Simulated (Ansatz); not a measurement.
# HfB2 (AlB2 type): equation of state and elastic constants

An exercise on one series of results from a longer session: the logs are not shown, and one member is left open.

Computed with Ansatz 0.2.0 (DFT PBEsol, scalar-relativistic, plane waves, PAW, unless a step's input says otherwise).

### The system as given

The structure is hexagonal, space group P6/mmm (No. 191). Conventional cell: a = 3.128 Å, b = 3.128 Å, c = 3.447 Å, α = 90.00°, β = 90.00°, γ = 120.00°. Hf (site symmetry 6/mmm) has 12 B at 2.50 Å as nearest neighbours. B (site symmetry -6m2) is surrounded by 3 B at 1.81 Å and 6 Hf at 2.50 Å.

Coordinates:

```xyz
3
Lattice="3.1275 0.0000 0.0000 -1.5638 2.7085 0.0000 0.0000 0.0000 3.4467" Properties=species:S:1:pos:R:3 pbc="T T T"
Hf    0.0000    0.0000    0.0000
B     0.0000    1.8057    1.7233
B     1.5638    0.9028    1.7233
```

This cell comes from an earlier session at PBEsol: 9.732 Å³/atom at -0.03 GPa, on a 12×12×10 mesh.

Volume factors to run: 0.980, 1.020, 0.960, 1.040.

Set-up of the first run:

Input file input.yaml:

```yaml
crystal:
  lattice:
    - [3.10655861, 0.0, 0.0]
    - [-1.553279305, 2.6903586747, 0.0]
    - [0.0, 0.0, 3.4235590786]
  atoms:
    - { symbol: Hf, position: [0.0, 0.0, 0.0] }
    - { symbol: B, position: [0.3333333333, 0.6666666667, 0.5] }
    - { symbol: B, position: [0.6666666667, 0.3333333333, 0.5] }
basis:
  ecutwfc: 420
  ecutrho_ratio: 4
kpoints:
  mp_grid: { grid: [12, 12, 10] }
hamiltonian:
  xc: pbesol
scf:
  occupations: { method: gaussian, width: 0.05 }
output:
  forces: true
  stress: true
  eigenvalues: true
relax:
  f_tol: 0.01
  max_steps: 40
  cell: { stress_tol: 0.1, fix: [volume] }
```

Steps of the session up to this table: Volume × 0.980; Volume × 1.020; At 0.960 of the relaxed volume; At 1.040 of the relaxed volume.

One of the session's tables, all rows but one given; the rest of the session is left out.

It belongs to the step «The fit». 

| volume (Å³/atom) | energy (meV/atom) | pressure (GPa) |
| --- | --- | --- |
| 9.343 | 13.46 | 11.49 |
| 9.538 | 3.23 | 5.45 |
| 9.732 | 0.00 | -0.03 |
| 9.927 | ? | ? |
| 10.122 | 11.95 | -9.49 |

**Question.** Estimate the row for volume (Å³/atom) = 9.927.

Worked estimate for «energy (meV/atom)». A straight line through the neighbours (9.732, 0.00) and (10.122, 11.95) gives 0.00 + (11.95 − 0.00) × (9.927 − 9.732) / (10.122 − 9.732) = 5.97; a parabola fitted to 3 rows on both sides gives 2.90.

**Answer.** energy (meV/atom): 3.11; pressure (GPa): -4.99. In «energy (meV/atom)» the line misses by +2.86 and the parabola by -0.21.
